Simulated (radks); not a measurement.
**Os⁵⁶⁺ in [Ne] 3s2 3p5.5 3d2 4d0.5: an all-electron calculation**

Aim: the levels, the sizes of the orbitals and the parts of the energy of the osmium ion Os56+.

Program: radks (a radial shooting solver on a logarithmic mesh, Libxc functionals) version 1. Level of theory: Dirac Kohn-Sham, PBE, spin-unpolarised, spherical densities, finite nucleus; open shells fill j = l - 1/2 first. These are calculated values, not measurements, unless marked.

## Step 1: Starting point

* element: osmium (Z = 76)
* charge: +56
* electrons: 20
* configuration: [Ne] 3s2 3p5.5 3d2 4d0.5
* nuclear rms radius: 5.4126 fm

## Step 2: The calculation

The run's settings:

```text
Z 76
configuration [Ne] 3s2 3p5.5 3d2 4d0.5 4s0 4p0
relativity Dirac
functional pbe,pbe
spin unpolarised
j_filling energy
nucleus finite rms 5.4126 fm
c 137.035999084
```

The run is started by

```
$ python run_ks.py task.json out
```

This one command runs every case of the session in turn.

What does the calculation give?

As calculated:

| quantity | value |
| --- | --- |
| total energy | -14124.0141 hartree |
| exchange-correlation share of it | 1.38 % |
| −T/E | 1.1605 |
| highest occupied level | 4d3/2, -2966.1 eV |
| most extended occupied level | 4d3/2, <r> = 0.335 bohr |
| radius at density 0.001 e/bohr³ | 0.771 bohr |
| maxima of the radial density | 3 |

4 principal shells are occupied and 3 maxima appear in the radial density; where shells overlap, one shows as a shoulder or not at all. −T/E is 1.161: with relativity the kinetic term as defined here no longer equals −E. This is not the tabulated ground configuration, so its levels and sizes aren't those of the ground state, and no measured value stands beside it.
